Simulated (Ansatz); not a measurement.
# CH₅FS₂Si: up Jacob's ladder to CCSD(T)

An exercise on one series of results from a longer session: the logs are not shown, and one member is left open.

The runs use Ansatz 0.2.0, Gaussian basis; functionals in def2-TZVPP, the program's frozen cores in correlated methods.

Plan: PBE-D4, r2SCAN-D4, PBE0-D4, B3LYP-D4, ωB97X-V, ωB97M-V, B2PLYP; CCSD(T)/def2-TZVPP; MP2/def2-QZVPP; extrapolation to the limit.

## The geometry

An earlier PBE0-D4 in a triple-zeta def2 set relaxation fixed the geometry.

10 atoms, charge 0, spin multiplicity 1.

Atoms are counted from 1 here; the program's logs count them from 0.

Bond lengths: C1–S2 1.819 Å, C1–H6 1.089 Å, C1–H7 1.088 Å, C1–H8 1.089 Å, S2–Si3 2.100 Å, Si3–F4 1.599 Å, Si3–S5 2.125 Å, Si3–H9 1.477 Å, S5–H10 1.345 Å. Angles: S2–C1–H6 106.2°, S2–C1–H7 111.1°, S2–C1–H8 110.6°, H6–C1–H7 109.4°, H6–C1–H8 109.3°, H7–C1–H8 110.2°, C1–S2–Si3 101.3°, S2–Si3–F4 113.1°, S2–Si3–S5 109.1°, S2–Si3–H9 106.8°, F4–Si3–S5 107.0°, F4–Si3–H9 107.1°, S5–Si3–H9 113.9°, Si3–S5–H10 93.8°.

The first run:

Contents of in.yaml:

```yaml
crystal:
  periodic: [false, false, false]
  atoms:
    - {symbol: C, position_ang: [-1.286961, -0.048124, 1.245614]}
    - {symbol: S, position_ang: [0.096725, 1.126704, 1.122541]}
    - {symbol: Si, position_ang: [1.196328, 0.300737, -0.464701]}
    - {symbol: F, position_ang: [1.746096, -1.167567, -0.148398]}
    - {symbol: S, position_ang: [-0.059898, 0.137915, -2.170943]}
    - {symbol: H, position_ang: [-1.970766, 0.364139, 1.986355]}
    - {symbol: H, position_ang: [-1.803426, -0.145442, 0.292412]}
    - {symbol: H, position_ang: [-0.934977, -1.021309, 1.583056]}
    - {symbol: H, position_ang: [2.371934, 1.171370, -0.668340]}
    - {symbol: H, position_ang: [0.728143, -0.769723, -2.774496]}
basis:
  gaussian: {orbitals: def2-TZVPP}
hamiltonian: {xc: pbe, dispersion: d4}
output: {forces: true, orbitals: {seedname: orbitals}}
```

On the command line:

```
ansatz run in.yaml --threads 4 --pin off --events-out ev --progress --plain --max-ram 10444MiB
```

Among the steps run: PBE-D4 (GGA); r2SCAN-D4 (meta-GGA); PBE0-D4 (hybrid); B3LYP-D4 (hybrid); ωB97X-V (range-separated); ωB97M-V (range-separated); B2PLYP (double hybrid); CCSD(T) in def2-TZVPP; MP2 in def2-QZVPP.

One of the session's tables, all rows but one given; the rest of the session is left out.

| method | atomisation energy (eV) |
| --- | --- |
| PBE-D4 | 37.013 |
| r2SCAN-D4 | 36.705 |
| PBE0-D4 | 36.468 |
| B3LYP-D4 | 36.340 |
| ωB97X-V | 36.776 |
| ωB97M-V | 36.762 |
| B2PLYP | 35.946 |
| HF/def2-TZVPP | ? |
| MP2/def2-TZVPP | 36.131 |
| CCSD/def2-TZVPP | 34.919 |
| CCSD(T)/def2-TZVPP | 35.492 |
| MP2/CBS | 37.272 |
| CCSD(T)/CBS | 36.632 |

Q: Estimate the row for HF/def2-TZVPP from the others.

As computed: atomisation energy (eV): 26.730. In the column «atomisation energy (eV)» it is the lowest.

To keep in mind: Free atoms (1 C, 2 S, 1 Si, 1 F, 5 H) were run apart at each level; the atomisation energy is their sum less the molecule, without zero-point or spin-orbit terms.
